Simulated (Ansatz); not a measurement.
# Pt: properties at the relaxed cell

The task here is to estimate one member of a computed series from the others.

Method: DFT r2SCAN, scalar-relativistic, plane waves, PAW, in Ansatz 0.2.0.

1 further run of the same task is left out (set aside as unsound or not needed).

**The system as given**

It takes space group Fm-3m (No. 225, cubic). Conventional cell: a = 3.940 Å, b = 3.940 Å, c = 3.940 Å, α = 90.00°, β = 90.00°, γ = 90.00°. Pt (site symmetry m-3m) is surrounded by 12 Pt at 2.79 Å.

Coordinates:

```cif
data_structure
_symmetry_space_group_name_H-M 'Fm-3m'
_symmetry_Int_Tables_number 225
_cell_length_a 3.9402
_cell_length_b 3.9402
_cell_length_c 3.9402
_cell_angle_alpha 90.000
_cell_angle_beta 90.000
_cell_angle_gamma 90.000
_cell_volume 61.17
loop_
_atom_site_label
_atom_site_type_symbol
_atom_site_symmetry_multiplicity
_atom_site_Wyckoff_symbol
_atom_site_fract_x
_atom_site_fract_y
_atom_site_fract_z
_atom_site_occupancy
Pt1 Pt 4 a 0.00000 0.00000 0.00000 1
```

It is the result of an earlier relaxation at this level (volume 15.29 Å³/atom; gap on the mesh: none (metal)).

Set-up of the first run:

The input, input.yaml:

```yaml
crystal:
  lattice:
    - [0.0, 1.9700946807, 1.9700946807]
    - [1.9700946807, 0.0, 1.9700946807]
    - [1.9700946807, 1.9700946807, 0.0]
  atoms:
    - { symbol: Pt, position: [0.0, 0.0, 0.0] }
basis:
  ecutwfc: 500
kpoints:
  mp_grid: { grid: [18, 18, 18] }
  band_path:
    path:
      - [[0.0, 0.0, 0.0], [0.5, 0.0, 0.5], [0.625, 0.25, 0.625]]
      - [[0.375, 0.375, 0.75], [0.0, 0.0, 0.0], [0.5, 0.5, 0.5], [0.5, 0.25, 0.75], [0.5, 0.0, 0.5]]
    npoints: 14
hamiltonian:
  xc: r2scan
scf:
  occupations: { method: gaussian, width: 0.1 }
  n_extra_bands: 6
output:
  forces: true
  stress: true
  eigenvalues: true
  populations: true
  dos: { projected: true, de: 0.02, nscf_kmesh: { grid: [27, 27, 27] } }
  bader: true
  write_density: true
  write_potential: true
  elf: true
  volumetric_format: npy
```

Command:

```sh
> ansatz run input.yaml --threads 1 --pin off --max-ram 2560MiB --backend cpu --events-out ev --progress --plain --runs-dir out
```

Steps of the session up to this table: Electronic structure at the relaxed geometry; The cell scaled to 0.97 of its volume; The cell scaled to 1.03 of its volume; Point at V/V0 = 0.94; The cell scaled to 1.06 of its volume.

One table of the session follows, with a row left open; its other results are not shown here.

It belongs to the step «Fit of the equation of state». 

```
volume (Å³/atom)  energy above the lowest point (meV/atom)  pressure (GPa)
          14.375                                      52.8           19.86
          14.834                                      12.2            8.98
          15.293                                       0.0            0.00
          15.752                                         ?               ?
          16.211                                      41.5          -13.45
```

**Question.** Estimate the row for volume (Å³/atom) = 15.752.

Worked estimate for «energy above the lowest point (meV/atom)». A straight line through the neighbours (15.293, 0.0) and (16.211, 41.5) gives 0.0 + (41.5 − 0.0) × (15.752 − 15.293) / (16.211 − 15.293) = 20.8; a parabola fitted to 3 rows on both sides gives 9.8.

**Answer.** energy above the lowest point (meV/atom): 11.2; pressure (GPa): -7.40. In «energy above the lowest point (meV/atom)» the line misses by +9.6 and the parabola by -1.4.
